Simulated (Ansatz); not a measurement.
Geometry optimisation, DFT PBE-D3(BJ), scalar-relativistic, plane waves, PAW (Ansatz 0.2.0).

The input (input.yaml):

```yaml
crystal:
  lattice:
    - [-4.73735, -4.73735, 0.0]
    - [4.73735, -4.73735, 0.0]
    - [0.0, 0.0, 6.3728]
  atoms:
    - { symbol: Sn, position: [0.5, 0.5, 0.0] }
    - { symbol: Sn, position: [0.0, 0.5, 0.25] }
    - { symbol: O, position: [0.19438, 0.5, 0.0] }
    - { symbol: O, position: [0.0, 0.19438, 0.25] }
    - { symbol: O, position: [0.80562, 0.5, 0.0] }
    - { symbol: O, position: [0.0, 0.80562, 0.25] }
    - { symbol: Sn, position: [0.5, 0.5, 0.5] }
    - { symbol: Sn, position: [0.0, 0.5, 0.75] }
    - { symbol: O, position: [0.19438, 0.5, 0.5] }
    - { symbol: O, position: [0.80562, 0.5, 0.5] }
    - { symbol: O, position: [0.0, 1.19438, 0.75], spin: 1.0 }
    - { symbol: Sn, position: [0.0, 0.0, 0.0] }
    - { symbol: Sn, position: [0.5, 0.0, 0.25] }
    - { symbol: O, position: [0.69438, 0.0, 0.0] }
    - { symbol: O, position: [0.5, 0.69438, 0.25] }
    - { symbol: O, position: [0.30562, 0.0, 0.0] }
    - { symbol: O, position: [0.5, 0.30562, 0.25] }
    - { symbol: Sn, position: [0.0, 0.0, 0.5] }
    - { symbol: Sn, position: [0.5, 0.0, 0.75] }
    - { symbol: O, position: [0.69438, 0.0, 0.5] }
    - { symbol: O, position: [0.5, 0.69438, 0.75] }
    - { symbol: O, position: [0.30562, 0.0, 0.5] }
    - { symbol: O, position: [0.5, 0.30562, 0.75] }
magnetization:
  spin_polarized: true
total_charge: 1
basis:
  ecutwfc: 420.0
kpoints:
  mp_grid: { grid: [2, 2, 2] }
hamiltonian:
  xc: pbe
  dispersion: d3bj
  pseudopotentials: { kind: paw, azcp: { folder: soft_1 } }
scf:
  occupations: { method: gaussian, width: 0.05 }
  lower_state_search: "off"
relax:
  f_tol: 0.03
  max_steps: 60
  adjacent_minimum: "off"
```

Run as:

```bash
$ ansatz run input.yaml --threads 4 --pin off --max-ram 10240MiB --backend cpu --events-out ev --progress --plain --runs-dir out
```

Question: Where does it end, and by what steps?

Answer: It converged. Limits of this set-up: coarse k mesh, a small cell, in which the defect meets its images, a typed lattice constant that wasn't relaxed here, charged cell in a uniform background, uncorrected. After 3 steps the energy has fallen by 0.182 eV; O10 moved furthest, 0.08 Å.

```tsv
step	energy less start (eV)	largest force component (eV/Å)	accepted
0	0.0000	0.735	yes
1	-0.1679	0.301	yes
2	-0.1811	0.087	yes
3	-0.1823	0.015	yes
```

```xyz
23
Lattice="-4.7374 -4.7374 0.0000 4.7374 -4.7374 0.0000 0.0000 0.0000 6.3728" Properties=species:S:1:pos:R:3
Sn -0.004 -4.734 -0.005
Sn 2.393 -2.393 1.593
O 1.508 -3.332 -0.024
O 0.947 -0.947 1.593
O -1.406 -6.245 -0.024
O 3.827 -3.827 1.593
Sn -0.004 -4.734 3.192
Sn 2.325 -2.325 4.780
O 1.508 -3.332 3.210
O -1.406 -6.245 3.210
O 5.623 -5.623 4.780
Sn 0.019 -0.019 0.033
Sn -2.390 -2.348 1.593
O -3.336 -3.267 -0.015
O 0.906 -5.643 1.593
O -1.470 -1.402 -0.015
O -0.937 -3.800 1.593
Sn 0.019 -0.019 3.153
Sn -2.378 -2.359 4.780
O -3.336 -3.267 3.201
O 0.916 -5.653 4.780
O -1.470 -1.402 3.201
O -0.933 -3.804 4.780
```

Whether the end is a true minimum wasn't checked by a vibrational analysis.

Run time: 41 s on 4 threads of Arm Neoverse V1 (shared host), peak memory 1.2 GiB.
